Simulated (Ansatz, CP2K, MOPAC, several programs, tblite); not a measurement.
## Many methods on one cell: PbSe (Cm)

PbSe (Cm) from a database of computed structures, relaxed with r2SCAN+rVV10 in Ansatz, was computed with several methods. It is monoclinic, Cm (No. 8); a = 7.520 Å, b = 4.344 Å, c = 4.342 Å, β = 125.2° in the conventional setting, 28.96 Å³ an atom. Pb has 6 Se at 3.06–3.08 Å; Se has 6 Pb at 3.06–3.08 Å. Calculated for a static, non-magnetic cell.

```cif
data_structure
_symmetry_space_group_name_H-M 'Cm'
_symmetry_Int_Tables_number 8
_cell_length_a 7.5199
_cell_length_b 4.3443
_cell_length_c 4.3418
_cell_angle_alpha 90.000
_cell_angle_beta 125.240
_cell_angle_gamma 90.000
_cell_volume 115.85
loop_
_atom_site_label
_atom_site_type_symbol
_atom_site_symmetry_multiplicity
_atom_site_Wyckoff_symbol
_atom_site_fract_x
_atom_site_fract_y
_atom_site_fract_z
_atom_site_occupancy
Pb1 Pb 2 a 0.49199 0.50000 0.49169 1
Se1 Se 2 a 0.49372 0.00000 0.99224 1
```

Gaps and times are for a single point on this cell; volume and bulk modulus come from each method's own relaxation or energy curve at fixed shape, which is too stiff where a cell has free coordinates or axes. Times are rough, from shared hosts (Arm Neoverse V1), and each method has its own mesh and cell size. A dagger marks a closed or tiny gap in a crystal that DFT finds insulating: a failure of the method or a wrong SCF state. A double dagger marks a value from a curve with shape and coordinates held. PM6 (MOPAC): levels, charges or heat of formation failed a check of plausibility, so no values are given. PM6 (MOPAC), PM7 (MOPAC), GFN1-xTB (tblite), GFN2-xTB (tblite) treat a cluster of cells at its zone centre, which samples few k points: where these miss a band edge, the gap comes out too large for that reason alone. Gaps from k meshes are read at a limited set of points (mesh, symmetry points, PBE's band edges), so each method's own least gap may be somewhat smaller. xTB and the PM methods were fitted mostly to molecules, and can miss a solid's gap by electronvolts. Minimal bases can be far off for gaps. Curves at held shape can't give the bulk modulus of a layered or molecular crystal, so none is listed. d marks a direct gap, i an indirect one (no mark: not told apart), a dash a value that wasn't computed or didn't pass its checks.

```tsv
method	kind	gap (eV)	own volume (Å³/atom)	bulk modulus (GPa)	atoms computed	processor time
GFN1-xTB (tblite)	tight binding	0.09†	–	–	48	1.4 s
PM7 (MOPAC)	semi-empirical	4.37	–	–	48	2.1 s
GFN2-xTB (tblite)	tight binding	2.84	29.97‡	–	48	2.7 s
light PBE (260 eV and a coarse mesh)	light plane-wave	0.31 d	–	–	4	3.2 s
PM6 (MOPAC)	semi-empirical	–	–	–	48	3.3 s
PBE/SZV (CP2K)	small basis	0.35 d	30.90‡	–	4	8.6 s
PBE/DZVP (CP2K)	small basis	0.35 d	29.93‡	–	4	16 s
PBE	semilocal	0.32 d	–	–	4	45 s
r2SCAN	semilocal	0.60 d	–	–	4	97 s
```

Against r2SCAN (0.60 eV) and with closed or daggered gaps left aside, the nearest gap at the points sampled is that of PBE/SZV (CP2K) (-0.25 eV) and the farthest that of PM7 (MOPAC) (+3.77 eV). r2SCAN is only a yardstick of convenience: semilocal gaps usually lie below measured ones, which GLLB-SC and hybrids aim to mend.

Runs without a result: GLLB-SC (GPAW) (single point), PBE/single zeta (GPAW) (single point).

Spin-orbit coupling is left out; in compounds of Pb, Bi, Tl or Hg it can lower a gap by up to about 1 eV, split its edges or invert the bands.
